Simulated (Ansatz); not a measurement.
# CH6N2OSi: one species, many methods

An exercise on one series of results from a longer session: the logs are not shown, and one member is left open.

Program: Ansatz 0.2.0, Gaussian basis. Level of theory: functionals in def2-TZVPP, the program's frozen cores in correlated methods. These are calculated values, not measurements.

Plan: PBE-D4, r2SCAN-D4, PBE0-D4, B3LYP-D4, ωB97X-V, ωB97M-V, B2PLYP; CCSD(T)/def2-TZVPP; MP2/def2-QZVPP; extrapolation to the limit.

**The geometry**

All runs share one geometry, relaxed beforehand with PBE0-D4 in a triple-zeta def2 set.

11 atoms, charge 0, spin multiplicity 1.

Atoms are counted from 1 here; the program's logs count them from 0.

Bond lengths: N1–Si2 1.698 Å, N1–H6 1.006 Å, N1–H7 1.007 Å, Si2–O3 1.638 Å, Si2–C4 1.814 Å, Si2–N5 1.680 Å, O3–H8 0.959 Å, C4–N5 1.527 Å, C4–H9 1.091 Å, C4–H10 1.088 Å, N5–H11 1.006 Å. Angles: Si2–N1–H6 121.4°, Si2–N1–H7 118.9°, H6–N1–H7 112.2°, N1–Si2–O3 108.2°, N1–Si2–C4 131.2°, N1–Si2–N5 115.2°, O3–Si2–C4 115.7°, O3–Si2–N5 125.7°, C4–Si2–N5 51.6°, Si2–O3–H8 116.0°, Si2–C4–N5 59.7°, Si2–C4–H9 117.1°, Si2–C4–H10 126.9°, N5–C4–H9 115.7°, N5–C4–H10 113.9°, H9–C4–H10 112.2°, Si2–N5–C4 68.7°, Si2–N5–H11 137.5° and more.

The first run:

Input file in.yaml:

```yaml
crystal:
  periodic: [false, false, false]
  atoms:
    - {symbol: N, position_ang: [1.011057, 1.409294, 0.508408]}
    - {symbol: Si, position_ang: [0.131075, -0.027325, 0.296374]}
    - {symbol: O, position_ang: [0.275307, -0.921161, 1.661047]}
    - {symbol: C, position_ang: [-1.305534, -0.405371, -0.744632]}
    - {symbol: N, position_ang: [0.109287, -0.628893, -1.272546]}
    - {symbol: H, position_ang: [0.952253, 1.938233, 1.362564]}
    - {symbol: H, position_ang: [1.185142, 1.996339, -0.290859]}
    - {symbol: H, position_ang: [1.139261, -0.915837, 2.077258]}
    - {symbol: H, position_ang: [-1.869808, -1.308187, -0.505432]}
    - {symbol: H, position_ang: [-1.889195, 0.299750, -1.333634]}
    - {symbol: H, position_ang: [0.326456, -1.493744, -1.737848]}
basis:
  gaussian: {orbitals: def2-TZVPP}
hamiltonian: {xc: pbe, dispersion: d4}
output: {forces: true, orbitals: {seedname: orbitals}}
```

Started as:

```bash
ansatz run in.yaml --threads 4 --pin off --events-out ev --progress --plain --max-ram 10444MiB
```

Among the steps run: PBE-D4 (GGA); r2SCAN-D4 (meta-GGA); PBE0-D4 (hybrid); B3LYP-D4 (hybrid); ωB97X-V (range-separated); ωB97M-V (range-separated); B2PLYP (double hybrid); CCSD(T) in def2-TZVPP; MP2 in def2-QZVPP.

One of the session's tables, all rows but one given; the rest of the session is left out.

```
            method  atomisation energy (eV)
            PBE-D4                        ?
         r2SCAN-D4                   42.664
           PBE0-D4                   42.691
          B3LYP-D4                   42.804
           ωB97X-V                   42.990
           ωB97M-V                   43.028
            B2PLYP                   42.300
     HF/def2-TZVPP                   28.841
    MP2/def2-TZVPP                   42.242
   CCSD/def2-TZVPP                   40.603
CCSD(T)/def2-TZVPP                   41.340
           MP2/CBS                   43.727
       CCSD(T)/CBS                   42.825
```

**Question.** Estimate the row for PBE-D4.

**Answer.** atomisation energy (eV): 43.752. In the column «atomisation energy (eV)» it is the highest.

Limits of these values: Free atoms (2 N, 1 Si, 1 O, 1 C, 6 H) were run apart at each level; the atomisation energy is their sum less the molecule, without zero-point or spin-orbit terms.
